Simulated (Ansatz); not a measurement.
# BBrCl₂FH: search for a transition state

Aim: find the saddle point of a four-centre ligand exchange that is to form B1–F6, Br2–H5 and break B1–Br2, H5–F6, prove it by its vibrations, and relax downhill on both sides to see what it joins.

The runs use Ansatz 0.2.0, Gaussian basis; PBE0-D4, def2-SVP first, then def2-TZVP.

152 further runs of the same task are left out: 152 set aside as unsound or not needed. Runs told in other sessions of the task aren't counted.

### Step 1. The system as given

The guess: 6 atoms, charge 0, spin multiplicity 1.

Atoms are counted from 1 here; the program's logs count them from 0.

Bond lengths: B1–Br2 2.174 Å, B1–Cl3 1.719 Å, B1–Cl4 1.719 Å, Br2–H5 1.673 Å. Angles: Br2–B1–Cl3 113.7°, Br2–B1–Cl4 113.7°, Cl3–B1–Cl4 124.2°, B1–Br2–H5 62.9°.

Coordinates:

| atom | x (Å) | y (Å) | z (Å) |
| --- | --- | --- | --- |
| B1 | -0.37670 | -0.42500 | 0.09560 |
| Br2 | -0.50330 | 1.62900 | -0.60560 |
| Cl3 | -0.56800 | -1.59440 | -1.15010 |
| Cl4 | -0.92010 | -0.63880 | 1.71260 |
| H5 | 1.01820 | 1.04630 | -0.22410 |
| F6 | 1.34980 | -0.01710 | 0.17170 |

Distances that are to change: B1–F6 1.78 Å, Br2–H5 1.67 Å, B1–Br2 2.17 Å, H5–F6 1.18 Å.

### Step 2. Relaxing the guess with the reacting distances held

Contents of hold/in.yaml:

```yaml
crystal:
  periodic: [false, false, false]
  atoms:
    - {symbol: B, position_ang: [-0.376700, -0.425000, 0.095600]}
    - {symbol: Br, position_ang: [-0.503300, 1.629000, -0.605600]}
    - {symbol: Cl, position_ang: [-0.568000, -1.594400, -1.150100]}
    - {symbol: Cl, position_ang: [-0.920100, -0.638800, 1.712600]}
    - {symbol: H, position_ang: [1.018200, 1.046300, -0.224100]}
    - {symbol: F, position_ang: [1.349800, -0.017100, 0.171700]}
basis:
  gaussian: {orbitals: def2-SVP}
hamiltonian: {xc: pbe0, dispersion: d4}
relax: {f_tol: 0.04, max_steps: 150, escape_saddle: false, constraints: [{distance: [0, 5]}, {distance: [1, 4]}, {distance: [0, 1]}, {distance: [4, 5]}]}
```

Started as:

```sh
$ ansatz run in.yaml --threads 4 --pin off --events-out ev --progress --plain --max-ram 9574MiB
```

Further steps of the session: Force constants to start from; Saddle search in the small basis; Saddle search in triple zeta; Checking the order of the point; Relaxing after a step of 0.30 Å one way along the mode; Relaxing after a step of 0.30 Å the other way along the mode.

Q: Predict the outcome of this session. Wanted: imaginary mode; barrier from the start side; barrier from the end side; energy of the step; pairs that change; zero-point energy at the saddle.

The runs gave:

```
                       quantity                                                     value
                 imaginary mode                                                 814i cm⁻¹
    barrier from the start side                                               60.1 kJ/mol
      barrier from the end side                                              126.1 kJ/mol
             energy of the step                                              -66.0 kJ/mol
              pairs that change  B1–F6 formed, Br2–H5 formed, B1–Br2 broken, H5–F6 broken
zero-point energy at the saddle                                                  0.411 eV
```

What this shows: One imaginary mode, 814i cm⁻¹, makes this a first-order saddle. It joins the planned start and end. At PBE0-D4/def2-TZVP the electronic barrier is 60.1 kJ/mol, about 24 kT at 298 K, and the step runs 66.0 kJ/mol downhill. A step off the saddle overshot and began above it in energy, so the link to its end is likely but not proven. Lower complexes than these ends may exist.
